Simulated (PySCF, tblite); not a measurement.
# C3H12N2Si: geometry, infrared bands and NMR shifts

Aim: predict the infrared bands and NMR shifts of C3H12N2Si (`CN[SiH2]N(C)C`).

The runs use tblite 0.8.0 and PySCF 2.14.0, with density-fitted response routines of our own; the level of theory stands in each step. All values are computed, except where a source is named. Atoms count from 0, in the outputs and in this text.

**1. The molecule as given**

18 atoms, charge 0, multiplicity 1; geometry from: force field or distance geometry start.

Bonds of the start (Å): C0–N1 1.47, N1–Si2 1.68, Si2–N3 1.73, N3–C4 1.46, N3–C5 1.47, C0–H6 1.09, C0–H7 1.09, C0–H8 1.10, N1–H9 1.00, Si2–H10 1.47, Si2–H11 1.47, C4–H12 1.10, C4–H13 1.10, C4–H14 1.10, C5–H15 1.11, C5–H16 1.10, C5–H17 1.09.

**2. Optimising the geometry with GFN2-xTB**

The job: settings as JSON, then the geometry in Å.

```
{"job": {"kind": "relax", "xc": "GFN2-xTB", "basis": "xTB"}, "charge": 0, "multiplicity": 1}
C      2.940200    -0.462200     0.500700
N      1.576700     0.061700     0.368800
Si     0.203000    -0.892200     0.193500
N     -0.965500     0.297800    -0.276300
C     -2.096400    -0.085500    -1.120800
C     -1.443800     1.285500     0.702400
H      3.630000     0.372200     0.658200
H      3.251300    -0.986100    -0.399400
H      3.031700    -1.139000     1.359300
H      1.546200     0.746400    -0.362500
H     -0.193500    -1.532400     1.459800
H      0.403200    -1.824800    -0.931400
H     -2.852000    -0.662700    -0.569300
H     -2.579700     0.802000    -1.552600
H     -1.766900    -0.671600    -1.985200
H     -0.610700     1.744400     1.268500
H     -2.125700     0.844600     1.437400
H     -1.956700     2.108200     0.204000
```

Command:

```sh
OMP_NUM_THREADS=1 python probes_run.py task.json out
```

This one command runs all jobs of the session in turn.

**Question.** This job is followed by: GFN2-xTB harmonic vibrations, gas phase; GIAO PBE0/pcSseg-1 NMR shielding, non-relativistic, gas phase. Predict these results of the whole session: strongest single infrared mode (GFN2-xTB); zero-point energy (GFN2-xTB); 13C shifts against TMS (PBE0/pcSseg-1, means over atoms taken as alike); 1H shifts against TMS (PBE0/pcSseg-1, means over atoms taken as alike); 15N shifts against NH3 (PBE0/pcSseg-1); 29Si shifts against TMS (PBE0/pcSseg-1); surface potential, 1st and 99th percentile.

As calculated:

```
                                                               quantity                        value
                              strongest single infrared mode (GFN2-xTB)        2144 cm⁻¹, 480 km/mol
                                           zero-point energy (GFN2-xTB)                94.5 kcal/mol
13C shifts against TMS (PBE0/pcSseg-1, means over atoms taken as alike)               39.7, 29.6 ppm
 1H shifts against TMS (PBE0/pcSseg-1, means over atoms taken as alike)  4.85, 2.79, 2.60, -0.33 ppm
                                 15N shifts against NH3 (PBE0/pcSseg-1)               20.7, 19.6 ppm
                                29Si shifts against TMS (PBE0/pcSseg-1)                    -27.0 ppm
                                  surface potential, 1st and 99th percentile           -1.02 V and 1.14 V
```

What this shows: The optimisation took 99 steps and gained 0.304 eV; among the close pairs (by a distance rule), N1–Si2 changed most, from 1.682 to 1.719 Å. All 48 modes are real, so the xTB geometry is a minimum. The strongest single mode, at 2144 cm⁻¹, moves mainly H10 and H11. GFN2-xTB is a fitted tight-binding method: band positions and strengths are rough. Its intensities can rank the bands wrongly. At PBE0/pcSseg-1: The largest span, 102 ppm, is at Si2, where the paramagnetic term is -508 ppm.
